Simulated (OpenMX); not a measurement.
The system is NbCu.

```
Nb Cu
1.0
     0.00000    2.56221    2.56221
     2.56221    0.00000    2.56221
     2.56221    2.56221    0.00000
Nb Cu
1 1
Cartesian
  0.0000 0.0000 0.0000
  2.5622 2.5622 2.5622
```

The cell was built by a generator and needn't be a form met in nature.

Base run:

* Program: OpenMX 3.8.5
* Functional: PBE
* Potentials or basis: OpenMX 2013 PBE set, Nb7.0-s3p2d2, Cu6.0H-s3p2d2, grid cutoff 500 Ry
* k mesh: 7 × 7 × 7
* Occupations: fermi-dirac, width 0.05 eV
* Spin: no spin polarisation

Its results: band gap on the k mesh none (metal or under the smearing width); pressure 1.6 GPa.

**Question.** The run is repeated on the same cell with these changes: dispersion from none to D3. What comes out?

**Answer.** Band gap on the k mesh none (metal or under the smearing width); pressure -3.5 GPa.

Dispersion adds attraction, which lowers the pressure at fixed volume and, as a term added to the energy, leaves the levels alone.

Caveats: the basis of atomic orbitals isn't converged, which shifts pressures, moduli and gaps; pairwise dispersion overbinds metals, which lowers pressure and volume (some runs).
